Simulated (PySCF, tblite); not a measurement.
# C10H13+: geometry, infrared bands and NMR shifts

Aim: predict the infrared bands and NMR shifts of C10H13+ (`C=CC[C@@H](C=C)c1c[c+]1C`).

Computed with tblite 0.8.0 and PySCF 2.14.0, with density-fitted response routines of our own, on a single molecule in the gas phase. Atoms are numbered from 0 throughout.

**1. The molecule as given**

23 atoms, charge 1, multiplicity 1; geometry from: force field or distance geometry start.

Bonds of the start (Å): C0–C1 1.33, C1–C2 1.50, C2–C3 1.55, C3–C4 1.51, C4–C5 1.35, C3–C6 1.49, C6–C7 1.33, C7–C8 1.43, C8–C9 1.48, C8–C6 1.42, C0–H10 1.09, C0–H11 1.09, C1–H12 1.10, C2–H13 1.11, C2–H14 1.08, C3–H15 1.08, C4–H16 1.08, C5–H17 1.08, C5–H18 1.09, C7–H19 1.07, C9–H20 1.09, C9–H21 1.10, C9–H22 1.11.

**2. Optimising the geometry with GFN2-xTB**

The job: settings as JSON, then the geometry in Å.

```
{"job": {"kind": "relax", "xc": "GFN2-xTB", "basis": "xTB"}, "charge": 1, "multiplicity": 1}
C     -3.244600    -1.332100     0.673000
C     -1.948300    -1.541200     0.488200
C     -1.161400    -1.123400    -0.723700
C     -0.025100    -0.098400    -0.486200
C     -0.559600     1.218500     0.034800
C     -0.406200     2.391200    -0.606700
C      1.028500    -0.682700     0.392600
C      1.613300    -0.322800     1.536500
C      2.448600    -0.696300     0.439300
C      3.280100     0.279100    -0.293500
H     -3.758300    -1.669900     1.573200
H     -3.855600    -0.815400    -0.068000
H     -1.393700    -2.073900     1.280500
H     -1.854200    -0.698700    -1.475300
H     -0.755600    -2.017700    -1.183200
H      0.436000     0.069100    -1.447800
H     -1.107700     1.207200     0.970200
H      0.136300     2.462800    -1.543300
H     -0.813400     3.308800    -0.180400
H      1.387300     0.564100     2.093600
H      3.333600     0.015000    -1.352800
H      2.905800     1.308700    -0.225500
H      4.309400     0.275000     0.114400
```

Run with:

```bash
$ OMP_NUM_THREADS=1 python probes_run.py task.json out
```

The driver reads the jobs from task.json and runs them one after another.

**Question.** This job is followed by: GFN2-xTB harmonic vibrations, gas phase; GIAO PBE0/pcSseg-1 NMR shielding, non-relativistic, gas phase. What will the session give for the following? strongest single infrared mode (GFN2-xTB); zero-point energy (GFN2-xTB); 13C shifts against TMS (PBE0/pcSseg-1); 1H shifts against TMS (PBE0/pcSseg-1, means over atoms taken as alike).

As calculated:

| quantity | value |
| --- | --- |
| strongest single infrared mode (GFN2-xTB) | 1451 cm⁻¹, 322 km/mol |
| zero-point energy (GFN2-xTB) | 119.5 kcal/mol |
| 13C shifts against TMS (PBE0/pcSseg-1) | 189.3, 185.0, 169.0, 140.4, 138.4, 136.0, 134.0, 47.5, 39.8, 14.5 ppm |
| 1H shifts against TMS (PBE0/pcSseg-1, means over atoms taken as alike) | 9.59, 6.38, 6.33, 6.31, 6.31, 6.26, 6.04, 4.40, 3.41, 3.09, 2.86 ppm |

Over 147 steps the energy fell by 2.484 eV; of the close pairs, C7–C8 changed most, 1.429 to 1.372 Å. No mode is imaginary among the 63: a minimum at this level. The strongest single mode, at 1451 cm⁻¹, is spread over many atoms; the largest shares are those of C6, C8. GFN2-xTB is a fitted tight-binding method: band positions and strengths are rough. Its intensities can rank the bands wrongly.
